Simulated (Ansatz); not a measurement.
# WSe2 (1T sheet): the cost of one run

Program: Ansatz 0.2.0. Level of theory: DFT PBE, scalar-relativistic, plane waves, PAW. These are calculated values, not measurements.

5 further runs of the same task are left out: 2 that didn't finish, 3 set aside as unsound or not needed.

## Step 1: The system as given

Symmetry: P-3m1, No. 164, trigonal system. Conventional cell: a = 3.291 Å, b = 3.291 Å, c = 29.893 Å, α = 90.00°, β = 90.00°, γ = 120.00°. W (site symmetry -3m) is surrounded by 6 Se at 2.57 Å. Se (site symmetry 3m) is surrounded by 3 W at 2.57 Å.

Structure file:

```cif
data_structure
_symmetry_space_group_name_H-M 'P 1'
_symmetry_Int_Tables_number 1
_cell_length_a 3.2911
_cell_length_b 3.2911
_cell_length_c 29.8926
_cell_angle_alpha 90.000
_cell_angle_beta 90.000
_cell_angle_gamma 120.000
_cell_volume 280.40
loop_
_atom_site_label
_atom_site_type_symbol
_atom_site_fract_x
_atom_site_fract_y
_atom_site_fract_z
_atom_site_occupancy
W1 W 0.33333 0.66667 0.30108 1
Se1 Se 0.66667 0.33333 0.35874 1
Se2 Se 0.00000 0.00000 0.24342 1
```

This sheet was relaxed beforehand with the same method; its gap on the mesh is none (metal).

## Step 2: Building the zigzag ribbon, N = 5, edge spins started parallel

The ribbon is cut from the relaxed sheet, periodic along c; N counts formula units a period. The edge energy is the mean of both edges over the sheet, -7107.9589 eV an atom.

The cell holds 5 W, 10 Se: a = 22.300 Å, b = 12.700 Å, c = 3.291 Å, α = 90.00°, β = 90.00°, γ = 90.00°.

## Step 3: Relaxation

Pressure and volume refer to the whole cell with its vacuum; only the period along c may change.

input.yaml reads:

```yaml
crystal:
  lattice:
    - [22.3, 0.0, 0.0]
    - [0.0, 12.7, 0.0]
    - [0.0, 0.0, 3.2911275242]
  atoms:
    - { symbol: W, position: [0.2443766778, 0.5, 0.5], spin: 1.0 }
    - { symbol: W, position: [0.3721883389, 0.5, 0.0] }
    - { symbol: W, position: [0.5, 0.5, 0.5] }
    - { symbol: W, position: [0.6278116611, 0.5, 0.0] }
    - { symbol: W, position: [0.7556233222, 0.5, 0.5], spin: 1.0 }
    - { symbol: Se, position: [0.2017727907, 0.6357191364, 1.0], spin: 1.0 }
    - { symbol: Se, position: [0.3295844518, 0.6357191364, 0.5] }
    - { symbol: Se, position: [0.457396113, 0.6357191364, 1.0] }
    - { symbol: Se, position: [0.5852077741, 0.6357191364, 0.5] }
    - { symbol: Se, position: [0.7130194352, 0.6357191364, 0.0] }
    - { symbol: Se, position: [0.2869805648, 0.3642808636, 0.0] }
    - { symbol: Se, position: [0.4147922259, 0.3642808636, 0.5] }
    - { symbol: Se, position: [0.542603887, 0.3642808636, 0.0] }
    - { symbol: Se, position: [0.6704155482, 0.3642808636, 0.5] }
    - { symbol: Se, position: [0.7982272093, 0.3642808636, 0.0], spin: 1.0 }
basis:
  ecutwfc: 420
kpoints:
  mp_grid: { grid: [1, 1, 27] }
hamiltonian:
  xc: pbe
scf:
  occupations: { method: gaussian, width: 0.05 }
  lower_state_search: "off"
output:
  forces: true
  stress: true
  eigenvalues: true
  populations: true
  write_density: true
  write_potential: true
  elf: true
  volumetric_format: npy
magnetization:
  spin_polarized: true
relax:
  adjacent_minimum: "off"
  f_tol: 0.02
  max_steps: 45
  cell: { fix: [a, b, alpha, beta, gamma], stress_tol: 0.03 }
```

On the command line:

```sh
$ ansatz run input.yaml --threads 4 --pin off --max-ram 11264MiB --backend cpu --events-out ev --progress --plain --runs-dir out
```

Q: Estimate wall time and peak memory on 4 threads of Intel Xeon at 2.50GHz (Skylake/Cascade Lake), shared host.

About 44 min, with a peak of 4.5 GiB.
